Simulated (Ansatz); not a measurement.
# Al4CoNi3: the cost of one run

Computed with Ansatz 0.2.0 (DFT PBE, scalar-relativistic, plane waves, PAW, unless a step's input says otherwise).

2 further runs of the same task are left out: 2 that didn't finish.

### 1 The structure to begin with

It takes space group P4/mmm (No. 123, tetragonal). The conventional cell has a = 5.756 Å, b = 5.756 Å, c = 2.901 Å, α = 90.00°, β = 90.00°, γ = 90.00°. Al (site symmetry m2m) is surrounded by 2 Co at 2.49 Å and 6 Ni at 2.50 to 2.51 Å and 6 Al at 2.86 to 2.90 Å. Co (site symmetry 4/mmm) is surrounded by 8 Al at 2.49 Å. Around Ni (site symmetry 4/mmm) lie 8 Al at 2.51 Å and 6 Ni at 2.88 to 2.90 Å. Around Ni (site symmetry mmm) lie 8 Al at 2.50 Å.

Coordinates:

```cif
data_structure
_symmetry_space_group_name_H-M 'P4/mmm'
_symmetry_Int_Tables_number 123
_cell_length_a 5.7562
_cell_length_b 5.7562
_cell_length_c 2.9014
_cell_angle_alpha 90.000
_cell_angle_beta 90.000
_cell_angle_gamma 90.000
_cell_volume 96.13
loop_
_atom_site_label
_atom_site_type_symbol
_atom_site_symmetry_multiplicity
_atom_site_Wyckoff_symbol
_atom_site_fract_x
_atom_site_fract_y
_atom_site_fract_z
_atom_site_occupancy
Al1 Al 4 j 0.74838 0.74838 0.00000 1
Co1 Co 1 d 0.50000 0.50000 0.50000 1
Ni1 Ni 1 b 0.00000 0.00000 0.50000 1
Ni2 Ni 2 e 0.00000 0.50000 0.50000 1
```

The cell was relaxed beforehand at this level, from a generated guess; it is a trial structure. At a tolerance of 0.05 Å it has space group P4/mmm (No. 123); it has 12.02 Å³/atom, an uncorrected energy of -0.63 eV/atom over the elements and, on its mesh, gap none (metal).

### 2 The cell scaled to 0.97 of its volume

Contents of input.yaml:

```yaml
crystal:
  lattice:
    - [5.6980088526, 0.0, 0.0]
    - [0.0, 5.6980088526, 0.0]
    - [0.0, 0.0, 2.8720977851]
  atoms:
    - { symbol: Al, position: [0.7483842821, 0.7483842821, 0.0] }
    - { symbol: Al, position: [0.7483842821, 0.2516157179, 0.0] }
    - { symbol: Al, position: [0.2516157179, 0.7483842821, 0.0] }
    - { symbol: Al, position: [0.2516157179, 0.2516157179, 0.0] }
    - { symbol: Co, position: [0.5, 0.5, 0.5], spin: 0.72 }
    - { symbol: Ni, position: [0.0, 0.0, 0.5] }
    - { symbol: Ni, position: [0.0, 0.5, 0.5] }
    - { symbol: Ni, position: [0.5, 0.0, 0.5] }
basis:
  ecutwfc: 420
kpoints:
  mp_grid: { grid: [8, 8, 14] }
hamiltonian:
  xc: pbe
scf:
  occupations: { method: gaussian, width: 0.1 }
output:
  forces: true
  stress: true
  eigenvalues: true
  populations: true
magnetization:
  spin_polarized: true
relax:
  adjacent_minimum: "off"
  f_tol: 0.01
  max_steps: 30
  cell: { stress_tol: 0.1, fix: [volume] }
```

Run with:

```bash
ansatz run input.yaml --threads 1 --pin off --max-ram 2560MiB --backend cpu --events-out ev --progress --plain --runs-dir out
```

Q: Estimate wall time and peak memory on 1 thread of Arm Neoverse V1, shared host.

About 5.9 min, with a peak of 0.98 GiB.
